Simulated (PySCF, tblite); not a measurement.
# C6H10ClN3: geometry, infrared bands and NMR shifts

Wanted: the infrared bands and NMR shifts of C6H10ClN3 (`Cc1nnc(Cl)n1C(C)C`), by calculation.

The runs use tblite 0.8.0 and PySCF 2.14.0, with density-fitted response routines of our own; the level of theory stands in each step. All values are computed, except where a source is named. Atoms are numbered from 0 throughout.

## Step 1: Starting geometry

20 atoms, charge 0, multiplicity 1; geometry from: force field or distance geometry start.

Bonds of the start (Å): C0–C1 1.50, C1–N2 1.31, N2–N3 1.39, N3–C4 1.32, C4–Cl5 1.70, C4–N6 1.36, N6–C7 1.45, C7–C8 1.54, C7–C9 1.53, N6–C1 1.38, C0–H10 1.10, C0–H11 1.10, C0–H12 1.08, C7–H13 1.10, C8–H14 1.09, C8–H15 1.10, C8–H16 1.09, C9–H17 1.09, C9–H18 1.10, C9–H19 1.09.

## Step 2: Relaxing the molecule with GFN2-xTB

Job settings and geometry (Å):

```
{"job": {"kind": "relax", "xc": "GFN2-xTB", "basis": "xTB"}, "charge": 0, "multiplicity": 1}
C      2.386200    -0.691900     0.525800
C      1.674000     0.455200    -0.121800
N      2.272800     1.514100    -0.616400
N      1.288500     2.353100    -1.126200
C      0.137200     1.761500    -0.893700
Cl    -1.378900     2.396400    -1.340800
N      0.310100     0.567800    -0.274300
C     -0.676000    -0.405900     0.164500
C     -1.446200    -1.039400    -1.003200
C     -1.619300     0.123900     1.251700
H      2.173800    -1.621700    -0.014000
H      2.058000    -0.808000     1.569600
H      3.454900    -0.524200     0.531200
H     -0.118300    -1.231800     0.621500
H     -0.767600    -1.393300    -1.773500
H     -2.142300    -0.329200    -1.464600
H     -2.045400    -1.883400    -0.651200
H     -2.311500     0.872800     0.866600
H     -1.044500     0.581800     2.070800
H     -2.210500    -0.686900     1.674800
```

Run with:

```console
> OMP_NUM_THREADS=1 python probes_run.py task.json out
```

The driver reads the jobs from task.json and runs them one after another.

**Question.** This job is followed by: GFN2-xTB harmonic vibrations, gas phase; GIAO PBE0/pcSseg-1 NMR shielding, non-relativistic, gas phase. Predict these results of the whole session: strongest single infrared mode (GFN2-xTB); zero-point energy (GFN2-xTB); ¹³C shifts against TMS (PBE0/pcSseg-1, means over atoms taken as alike); ¹H shifts against TMS (PBE0/pcSseg-1, means over atoms taken as alike); ¹⁵N shifts against NH3 (PBE0/pcSseg-1); ³⁵Cl shifts against HCl (PBE0/pcSseg-1); surface potential, 1st and 99th percentile.

**Answer**, as computed:

| quantity | value |
| --- | --- |
| strongest single infrared mode (GFN2-xTB) | 1401 cm⁻¹, 111 km/mol |
| zero-point energy (GFN2-xTB) | 99.9 kcal/mol |
| ¹³C shifts against TMS (PBE0/pcSseg-1, means over atoms taken as alike) | 153.6, 147.1, 49.4, 22.2, 13.8 ppm |
| ¹H shifts against TMS (PBE0/pcSseg-1, means over atoms taken as alike) | 4.02, 2.44, 1.61 ppm |
| ¹⁵N shifts against NH3 (PBE0/pcSseg-1) | 360.3, 358.8, 208.6 ppm |
| ³⁵Cl shifts against HCl (PBE0/pcSseg-1) | 195 ppm |
| surface potential, 1st and 99th percentile | -2.21 V and 1.36 V |

In words: Relaxing lowered the energy by 0.133 eV in 50 steps; the close pair that moved most is N2–N3, from 1.390 to 1.342 Å. All 54 modes are real, so the xTB geometry is a minimum. Unscaled tight-binding wavenumbers are off by several per cent, some by more. Its intensities can rank the bands wrongly. H13 (hydrogen on an sp3 CH bonded to N) lies farthest downfield among hydrogen, at 4.02 ppm; its carbon carries N, an electronegative neighbour. NICS(1)zz of -26 ppm above the planar ring from C1 marks a diatropic (aromatic) ring current.
